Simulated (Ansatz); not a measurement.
# HPbNO4 (P1) in Ansatz: reference runs

Reference runs on HPbNO4: the cell as given.

Everything below comes from runs of Ansatz 0.2.0. Logs are shortened: lines on timing, memory, paths and dates and some standing lists are left out, and cuts for length are marked.

## (1) Starting point

The typed cell holds 7 atoms: a = 3.857 Å, b = 4.338 Å, c = 5.984 Å, α = 81.87°, β = 83.26°, γ = 87.68°.

The cell was built by a generator and needn't be a form met in nature.

## (2) Single point, PBE

File input.yaml:

```yaml
crystal:
  lattice:
    - [3.85707, 0.00178, -0.03658]
    - [0.17353, 4.33436, -0.01647]
    - [0.75803, 0.83873, 5.87662]
  atoms:
    - { symbol: H, position: [0.61511, 0.89559, 0.19844] }
    - { symbol: Pb, position: [0.64597, 0.44651, 0.91685] }
    - { symbol: "N", position: [0.71474, 0.2381, 0.50058] }
    - { symbol: O, position: [0.16958, 0.47007, 0.77768] }
    - { symbol: O, position: [0.62919, 0.97045, 0.49845] }
    - { symbol: O, position: [0.56424, 0.92583, 0.03849] }
    - { symbol: O, position: [0.78022, 0.4225, 0.31951] }
kpoints:
  mp_grid: { grid: [7, 6, 5] }
scf:
  occupations: { method: fermi_dirac, width: 0.05 }
hamiltonian:
  xc: pbe
  pseudopotentials: { kind: all_electron, lapw: { basis_error: 0.001 } }
output:
  forces: true
  stress: true
  eigenvalues: true
  populations: true
```

Potentials or basis: all-electron LAPW, scalar-relativistic.

Command:

```bash
> ansatz run input.yaml --threads 8 --pin off --max-ram 24576MiB --backend cpu --events-out ev --progress --plain --runs-dir out
```

Standard output:

```text
Warning: RAYON_NUM_THREADS=8 ignored (pool sized by the plan → 8); use --threads N
H: projections on atomic orbitals take those of the free atom 1s1, of charge +0.00 (hamiltonian.pseudopotentials.projection_atoms)
Pb: projections on atomic orbitals take those of the free atom 1s2 2s2 2p6 3s2 3p6 3d10 4s2 4p6 4d10 4f14 5s2 5p6 5d10 6s2 6p2, of charge +0.00 (hamiltonian.pseudopotentials.projection_atoms)
N: projections on atomic orbitals take those of the free atom 1s2 2s2 2p3, of charge +0.00 (hamiltonian.pseudopotentials.projection_atoms)
O: projections on atomic orbitals take those of the free atom 1s2 2s2 2p4, of charge +0.00 (hamiltonian.pseudopotentials.projection_atoms)
LAPW: plane waves up to 14.765 Å⁻¹, error target 1.0e-3 eV per atom; small_component_spin mean_spin; H in spheres of 0.362 Å, 1 of its electrons in bands, Dirac shells []; N in spheres of 0.595 Å, 7 of its electrons in bands, Dirac shells []; O in spheres of 0.627 Å, 8 of its electrons in bands, Dirac shells []; Pb in spheres of 0.870 Å, 54 of its electrons in bands, Dirac shells [] (how accurate: hamiltonian.pseudopotentials.lapw.basis_error, Limitations)
Engine: ansatz 0.2.0, x86_64-unknown-linux-gnu
Pseudopotentials: kind: all_electron
Pseudopotential: H, LAPW, valence charge 1, lapw/all_electron/scalar/gaussian/H, Koelling and Harmon's equation, gaussian nucleus
Pseudopotential: Pb, LAPW, valence charge 54, lapw/all_electron/scalar/gaussian/Pb, Koelling and Harmon's equation, gaussian nucleus
Pseudopotential: N, LAPW, valence charge 7, lapw/all_electron/scalar/gaussian/N, Koelling and Harmon's equation, gaussian nucleus
Pseudopotential: O, LAPW, valence charge 8, lapw/all_electron/scalar/gaussian/O, Koelling and Harmon's equation, gaussian nucleus
Functional definition: PBE
  parameter kappa = 0.804
  parameter beta = 0.06672455060314922
  exchange = pbe_x(kappa = kappa, mu = beta*pi^2/3)
  correlation = pbe_c(beta = beta)
Crystal: 7 atoms, lattice volume = 98.411 Å³
Basis set: ecut = 830.5859227583836 eV, 5339 PW (Γ), exchange–correlation at level 2
Bands: 57, of which v1, the nominal top of the filled ones, is band 47 counted from 1 (46 counted from 0)
Symmetry: 1 space group operations
Space group: P1 (ITA 1), of the structure as read, at distance tolerance 4.6e-5 Å
k-points: 106 of 210 (time reversal used)
Non-local potential: H, projectors of the file, none
Non-local potential: Pb, projectors of the file, none
[... 28 lines left out ...]
E sigma→0 (E₀):  -577759.765993 eV
Entropy (-TS):   -0.000956 eV (-0.137 meV/atom)
Fermi energy:    4.843476 eV
--- Per-component energies (eV) ---
  E_band       = -16828.749367
  E_kinetic    = 664641.369225
  E_xc         = -11702.141819
  E_electrostatic = -1230698.992922  (all electrons and nuclei)
  E_smearing   = -0.000956  (= −TS)
  E_closure    = 0.000000  (closes the sum)
  E_atoms      = -577720.888126  (free atoms, spherical and without spin; not in F)
  Σ components = -577759.766471   (vs F -577759.766471, Δ=0.00e0)
  Basis errors (estimates in eV, not in F): energy 5.7e-4 per atom: plane waves 5.2e-4 (3.2e-4 summed), levels above the bands 3.2e-109, relativity 1.1e-7, radial functions 4.6e-5, core shells 6.3e-10; eigenvalues (radial functions only) 3.7e-6; not estimated: angular momenta, meshes, grids; target (lapw.basis_error) 1.0e-3; muffin-tin radii H 0.362 Å, N 0.595 Å, O 0.627 Å, Pb 0.870 Å
--- Forces (eV/Å), atoms counted from 1 ---
  atom   1  H     -0.00870167    -0.00206614    -0.03037595
  atom   2  Pb    -0.00028628    -0.00020839    -0.00305343
  atom   3  N     -0.01523662    -0.03687215    -0.06207580
  atom   4  O      0.00138979     0.00148972     0.00112744
  atom   5  O      0.00942245     0.02447476     0.03164461
  atom   6  O      0.00815132    -0.00028193     0.02839403
  atom   7  O      0.00527970     0.01346214     0.03426226
  max |Σ_I F_I| component: 7.68e-5 eV/Å
--- Stress (GPa, compression-positive) ---
        0.006766      -0.019140      -0.045145
       -0.019140      -0.020386      -0.016126
       -0.045145      -0.016126      -0.084290
  P = ⅓ Tr σ = -0.0326 GPa (-0.326 kbar)
--- Band table (eV; the first three rows and the last of 106) ---
  k-point 0: bands = ["-844.7895", "-634.6570", "-634.6182", "-634.5657", "-501.7457", "-501.7331", "-500.2294", "-500.1914", "-391.2920", "-391.2893", "-391.2514", "-391.2257", "-391.2127", "-375.1559", "-133.6878", "-122.7161", "-122.7157", "-122.6836", "-122.6778", "-122.6618", "-122.6358", "-122.6334", "-75.6246", "-75.5338", "-75.5061", "-20.1294", "-15.8020", "-13.8750", "-13.4089", "-11.2555", "-11.1381", "-11.0171", "-10.9507", "-9.6547", "-5.6922", "-2.8635", "-2.2494", "-1.9184", "-0.9600", "0.8326", "1.0955", "1.5152", "2.4110", "3.0418", "3.4791", "3.6555", "3.9823", "5.8138", "7.5448", "9.8498", "11.6850", "13.4514", "14.1302", "15.1306", "15.9569", "16.2898", "16.9044"]
  k-point 1: bands = ["-844.7895", "-634.6570", "-634.6182", "-634.5657", "-501.7457", "-501.7331", "-500.2294", "-500.1914", "-391.2920", "-391.2893", "-391.2514", "-391.2257", "-391.2127", "-375.1559", "-133.6878", "-122.7161", "-122.7157", "-122.6836", "-122.6778", "-122.6618", "-122.6358", "-122.6334", "-75.6246", "-75.5338", "-75.5061", "-20.1281", "-15.8031", "-13.8756", "-13.4100", "-11.2554", "-11.1394", "-11.0277", "-10.9511", "-9.6521", "-5.6721", "-2.8659", "-2.2020", "-1.9194", "-0.9928", "0.9159", "1.1114", "1.4818", "2.3842", "2.9789", "3.4619", "3.6613", "4.0718", "5.5191", "7.5832", "10.0192", "11.9012", "13.4949", "13.9894", "14.9693", "15.8479", "16.3503", "16.8992"]
  k-point 2: bands = ["-844.7895", "-634.6570", "-634.6182", "-634.5657", "-501.7457", "-501.7331", "-500.2294", "-500.1914", "-391.2920", "-391.2893", "-391.2514", "-391.2257", "-391.2127", "-375.1559", "-133.6878", "-122.7161", "-122.7157", "-122.6836", "-122.6778", "-122.6618", "-122.6358", "-122.6334", "-75.6246", "-75.5338", "-75.5061", "-20.1260", "-15.8048", "-13.8766", "-13.4118", "-11.2549", "-11.1420", "-11.0446", "-10.9515", "-9.6479", "-5.6393", "-2.8649", "-2.1411", "-1.9188", "-1.0241", "1.0554", "1.1196", "1.4286", "2.3503", "2.8761", "3.4459", "3.6534", "4.3138", "4.9843", "7.6280", "10.2582", "12.4448", "13.4111", "13.6890", "14.8260", "15.5408", "16.5181", "16.9237"]
  k-point 105: bands = ["-844.7895", "-634.6570", "-634.6182", "-634.5657", "-501.7457", "-501.7331", "-500.2294", "-500.1914", "-391.2920", "-391.2893", "-391.2514", "-391.2257", "-391.2127", "-375.1559", "-133.6878", "-122.7161", "-122.7157", "-122.6836", "-122.6778", "-122.6618", "-122.6358", "-122.6334", "-75.6246", "-75.5338", "-75.5065", "-20.1009", "-15.8219", "-13.8028", "-12.9217", "-11.1731", "-11.1436", "-11.0164", "-10.8623", "-10.0780", "-5.6695", "-3.4360", "-2.7214", "-2.2363", "-1.6225", "-0.1062", "1.6849", "2.1482", "2.5589", "3.0220", "3.3371", "3.8009", "4.2961", "6.3053", "7.6282", "11.1539", "11.8306", "12.5428", "14.1317", "15.0867", "15.4348", "15.9579", "16.8796"]
--- Löwdin populations: 7 sites ---
  site symbol       q [e]
     0      H      0.6298
     1     Pb     80.6376
     2      N      6.5912
     3      O      8.6489
     4      O      8.2134
     5      O      8.6792
     6      O      8.2864
  spilling = 0.002568 (of n_electrons = 122.000000)
```

populations.tsv:

```text
# site	symbol	l	j	q
# orbitals = lowdin
# n_electrons = 122.000000
# spilling = 0.002568
# projection_atom_H: 1s1
# projection_atom_Pb: 1s2 2s2 2p6 3s2 3p6 3d10 4s2 4p6 4d10 4f14 5s2 5p6 5d10 6s2 6p2
# projection_atom_N: 1s2 2s2 2p3
# projection_atom_O: 1s2 2s2 2p4
0	H	0_1S	-	0.629848
1	Pb	0_1S	-	2.000000
1	Pb	0_2S	-	1.999997
1	Pb	0_3S	-	1.999959
1	Pb	0_4S	-	1.999605
1	Pb	0_5S	-	1.994844
1	Pb	0_6S	-	1.335695
1	Pb	1_2P	-	6.000000
1	Pb	1_3P	-	5.999999
1	Pb	1_4P	-	5.999959
1	Pb	1_5P	-	5.996025
1	Pb	1_6P	-	1.331133
1	Pb	2_3D	-	10.000000
1	Pb	2_4D	-	9.999997
1	Pb	2_5D	-	9.980367
1	Pb	3_4F	-	13.999997
2	N	0_1S	-	1.995703
2	N	0_2S	-	1.367438
2	N	1_2P	-	3.228085
3	O	0_1S	-	1.998501
3	O	0_2S	-	1.809932
3	O	1_2P	-	4.840508
4	O	0_1S	-	1.997651
4	O	0_2S	-	1.730378
4	O	1_2P	-	4.485378
5	O	0_1S	-	1.997626
5	O	0_2S	-	1.717714
5	O	1_2P	-	4.963902
6	O	0_1S	-	1.997880
6	O	0_2S	-	1.729848
6	O	1_2P	-	4.558694
```

Run time: 5 min. Hardware: 8 threads of Intel Xeon Platinum 8259CL at 2.50GHz (Skylake/Cascade Lake), shared host; peak memory 4 GiB.

Results:

```
Free energy            : -577759.7665 eV
Pressure               : 0.0 GPa
Largest force          : 0.074 eV/Å
Band gap on the k mesh : 0.36 eV, indirect (least direct gap 0.59 eV)
Loewdin charges        : H +0.37; Pb +1.36; N +0.41; O -0.65, -0.21, -0.68, -0.29 e
```

Forces on the atoms (eV/Å):
```
H   -0.009 -0.002 -0.030
Pb   0.000  0.000 -0.003
N   -0.015 -0.037 -0.062
O    0.001  0.001  0.001
O    0.009  0.024  0.032
O    0.008  0.000  0.028
O    0.005  0.013  0.034
```

Caveat: spin-orbit coupling is left out, which as a rule narrows the gap of such compounds by several tenths of an eV; an odd mesh through Γ misses points on the zone boundary, where band edges often lie. Expect the measured gap to be larger: semilocal functionals such as PBE lack the derivative discontinuity.
